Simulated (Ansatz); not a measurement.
# EuZnSi: the cost of one run

Method: DFT r2SCAN+U, PAW, plane waves, scalar-relativistic; U − J = 2.7 eV on Eu f, in Ansatz 0.2.0.

## (1) The structure to begin with

The structure is hexagonal, space group P6_3/mmc (No. 194). The conventional cell has a = 4.302 Å, b = 4.302 Å, c = 8.616 Å, α = 90.00°, β = 90.00°, γ = 120.00°. Around Zn (site symmetry -6m2) lie 3 Si at 2.48 Å. Si (site symmetry -6m2) has 3 Zn at 2.48 Å and 6 Eu at 3.29 Å as nearest neighbours. Eu (site symmetry -3m) has 6 Zn at 3.29 Å and 6 Si at 3.29 Å as nearest neighbours.

Structure file:

```cif
data_structure
_symmetry_space_group_name_H-M 'P6_3/mmc'
_symmetry_Int_Tables_number 194
_cell_length_a 4.3020
_cell_length_b 4.3020
_cell_length_c 8.6160
_cell_angle_alpha 90.000
_cell_angle_beta 90.000
_cell_angle_gamma 120.000
_cell_volume 138.09
loop_
_atom_site_label
_atom_site_type_symbol
_atom_site_symmetry_multiplicity
_atom_site_Wyckoff_symbol
_atom_site_fract_x
_atom_site_fract_y
_atom_site_fract_z
_atom_site_occupancy
Zn1 Zn 2 c 0.33333 0.66667 0.25000 1
Si1 Si 2 d 0.33333 0.66667 0.75000 1
Eu1 Eu 2 a 0.00000 0.00000 0.00000 1
```

Atoms are counted from 1 in the order of input.yaml (Eu6 and so on).

Planned first: parallel moments, plain SCF; opposed moments +-, plain SCF; no spin polarisation; spin on, no moments given (the program may seed its own), plain SCF. What is tried next depends on their ends.

A plain SCF has the search for lower states switched off and ends at the first converged state. 

The total moment includes the space between the atomic spheres.

## (2) Parallel moments, plain SCF

Contents of input.yaml:

```yaml
crystal:
  lattice:
    - [4.30199944, 0.0, 0.0]
    - [-2.15099972, 3.7256408, 0.0]
    - [0.0, 0.0, 8.616]
  atoms:
    - { symbol: Zn, position: [0.33333333, 0.66666667, 0.25] }
    - { symbol: Zn, position: [0.66666667, 0.33333333, 0.75] }
    - { symbol: Si, position: [0.33333333, 0.66666667, 0.75] }
    - { symbol: Si, position: [0.66666667, 0.33333333, 0.25] }
    - { symbol: Eu, position: [0.0, 0.0, 0.0], spin: 7.0 }
    - { symbol: Eu, position: [0.0, 0.0, 0.5], spin: 7.0 }
magnetization:
  spin_polarized: true
hamiltonian:
  xc: r2scan
  pseudopotentials: { kind: paw }
  hubbard: { sites: [{ species: Eu, l: f, u_eff: 2.7 }] }
basis:
  ecutwfc: 500
kpoints:
  mp_grid: { grid: [6, 6, 3] }
scf:
  occupations: { method: fermi_dirac, width: 0.1 }
  lower_state_search: "off"
output:
  forces: true
  stress: true
```

**Question.** How long does this run take on 2 threads of an x86-64 CPU, shared host, and how much memory does it need?

About 31 s, with a peak of 1.1 GiB.
